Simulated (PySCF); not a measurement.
**AlSe⁺ (triplet): the SCF solver's settings**

Aim: find out which solver settings change the answer for AlSe⁺ (triplet).

Method: each script names its method and basis; program: PySCF 2.14.0.

1 further run of the same task is left out (it didn't finish).

**1. The system as given**

AlSe⁺ (triplet): 2 atoms, charge 1, spin multiplicity 3.

Bond lengths: Al1–Se2 2.410 Å.

**2. The base run**

The input, input.py:

```python
from pyscf import gto, scf, mp

mol = gto.M(
    atom='Al 0 0 0; Se 0 0 2.41',
    basis='ano-rcc-vdzp',
    charge=1,
    spin=2,
    verbose=4,
)
mf = scf.UHF(mol)
mf = mf.sfx2c1e()
mf = mf.density_fit(auxbasis='def2-universal-jkfit')
mf.kernel()
mp.MP2(mf, frozen=14).kernel()
mf.dip_moment()
print('orbital energies (hartree):', [e[max(0, n-3):n+3].round(4) for e, n in zip(mf.mo_energy, mol.nelec)])
```

Launch:

```sh
> python input.py
```

The log of this run is left out.

It gives: E(SCF) = -2670.198681 Eh, 13 cycles, E(MP2) − E(SCF) = -0.12331 Eh, ⟨S²⟩ = 2.051.

The bond length is a typed value, not an optimised one. The dipole of an ion depends on the origin. The triplet is typed in the script; nothing here shows that it is the ground state.

**3. Initial guess hcore**

Edit 1 changes initial guess: minao → hcore.

The input, input.py:

```python
from pyscf import gto, scf, mp

mol = gto.M(
    atom='Al 0 0 0; Se 0 0 2.41',
    basis='ano-rcc-vdzp',
    charge=1,
    spin=2,
    verbose=4,
)
mf = scf.UHF(mol)
mf = mf.sfx2c1e()
mf = mf.density_fit(auxbasis='def2-universal-jkfit')
mf.init_guess = 'hcore'
mf.kernel()
mp.MP2(mf, frozen=14).kernel()
mf.dip_moment()
print('orbital energies (hartree):', [e[max(0, n-3):n+3].round(4) for e, n in zip(mf.mo_energy, mol.nelec)])
```

Launch:

```sh
> python input.py
```

**4. Second-order solver on**

Edit 2 changes second-order solver: off → on.

input.py: that of step 2 with these lines changed.

```diff
@@ -12,2 +12,3 @@
 mf = mf.density_fit(auxbasis='def2-universal-jkfit')
+mf = mf.newton()
 mf.kernel()
```

Before running it: what results should come out? Wanted: for each run, E(SCF); from base; gap, α spin; after the SCF.

As calculated:

```tsv
run	E(SCF) (hartree)	from base (eV)	cycles	gap, α spin (eV)	after the SCF
base	-2670.198681	0	13	10.84	MP2 correlation -3.356 eV, core frozen
initial guess hcore	-2670.198681	0.0000	15	10.84	MP2 correlation -3.356 eV, core frozen
second-order solver on	-2670.198681	0.0000	3 macro	10.84	MP2 correlation -3.356 eV, core frozen
```

Distance from each run's final energy (log10 hartree) by cycle:

```tsv
run	cycle 1	cycle 2	cycle 3	cycle 5	cycle 8	cycle 12
base	-1.4	-2.2	-2.8	-4.3	-6.6	-10.0
initial guess hcore	0.8	0.4	-1.2	-2.1	-3.7	-7.1
second-order solver on	-5.5	< -11	< -11	done	done	done
```

What this shows: The SCF energy stays the same, to the digits that matter, with initial guess hcore or second-order solver on.
